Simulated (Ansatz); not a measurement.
# C3H8O2SSi: the cost of one run

Program: Ansatz 0.2.0. Level of theory: RKS BLYP/6-31G. These are calculated values, not measurements.

## 1. Starting point

Bond lengths (14 of 15 bonds, heavy atoms first): C1–O2 1.474 Å, O2–C3 1.422 Å, C3–S4 1.852 Å, C3–O5 1.475 Å, O5–C6 1.456 Å, C3–Si7 1.888 Å, C6–Si7 1.850 Å, C1–H8 1.077 Å, C1–H9 1.065 Å, C1–H10 1.056 Å, S4–H11 1.426 Å, C6–H12 1.073 Å, C6–H13 1.066 Å, Si7–H14 1.497 Å. Angles (14 of 27 angles, heavy atoms first): C1–O2–C3 115.7°, O2–C3–S4 113.9°, O2–C3–O5 114.2°, O2–C3–Si7 116.4°, S4–C3–O5 108.7°, S4–C3–Si7 112.9°, O5–C3–Si7 87.8°, C3–O5–C6 97.8°, O5–C6–Si7 89.9°, C3–Si7–C6 72.4°, O2–C1–H8 104.5°, O2–C1–H9 106.0°, O2–C1–H10 109.8°, C3–S4–H11 93.6°.

As a file:

```xyz
15

C    -0.1332   -2.0729   -0.8706
O    -0.8247   -0.9164   -0.2732
C    -0.0253   -0.0771    0.5502
S     0.2665   -0.7503    2.2505
O     1.2750    0.2896   -0.0416
C     0.8440    1.4962   -0.7322
Si   -0.4611    1.7604    0.5524
H    -0.9036   -2.6013   -1.4068
H     0.5573   -1.6697   -1.5746
H     0.3039   -2.6594   -0.1096
H    -1.1085   -1.0680    2.4585
H     0.5290    1.2576   -1.7294
H     1.5801    2.2661   -0.7788
H    -0.0859    2.6045    1.7300
H    -1.8355    2.0899    0.0047
```

## 2. End point A

Contents of input.yaml:

```yaml
crystal:
  periodic: [false, false, false]
  atoms:
    - { symbol: C, position_ang: [-0.1332, -2.0729, -0.8706] }
    - { symbol: O, position_ang: [-0.8247, -0.9164, -0.2732] }
    - { symbol: C, position_ang: [-0.0253, -0.0771, 0.5502] }
    - { symbol: S, position_ang: [0.2665, -0.7503, 2.2505] }
    - { symbol: O, position_ang: [1.275, 0.2896, -0.0416] }
    - { symbol: C, position_ang: [0.844, 1.4962, -0.7322] }
    - { symbol: Si, position_ang: [-0.4611, 1.7604, 0.5524] }
    - { symbol: H, position_ang: [-0.9036, -2.6013, -1.4068] }
    - { symbol: H, position_ang: [0.5573, -1.6697, -1.5746] }
    - { symbol: H, position_ang: [0.3039, -2.6594, -0.1096] }
    - { symbol: H, position_ang: [-1.1085, -1.068, 2.4585] }
    - { symbol: H, position_ang: [0.529, 1.2576, -1.7294] }
    - { symbol: H, position_ang: [1.5801, 2.2661, -0.7788] }
    - { symbol: H, position_ang: [-0.0859, 2.6045, 1.73] }
    - { symbol: H, position_ang: [-1.8355, 2.0899, 0.0047] }
basis:
  gaussian: { orbitals: "6-31G" }
hamiltonian:
  xc: blyp
relax:
  f_tol: 0.015
  max_steps: 40
```

On the command line:

```console
ansatz run input.yaml --threads 1 --pin off --max-ram 2048MiB --backend cpu --events-out ev --progress --plain --runs-dir out
```

**Question.** How long does this run take on 1 thread of Arm Neoverse V2, shared host, and how much memory does it need?

About 94 s, with a peak of 0.16 GiB.
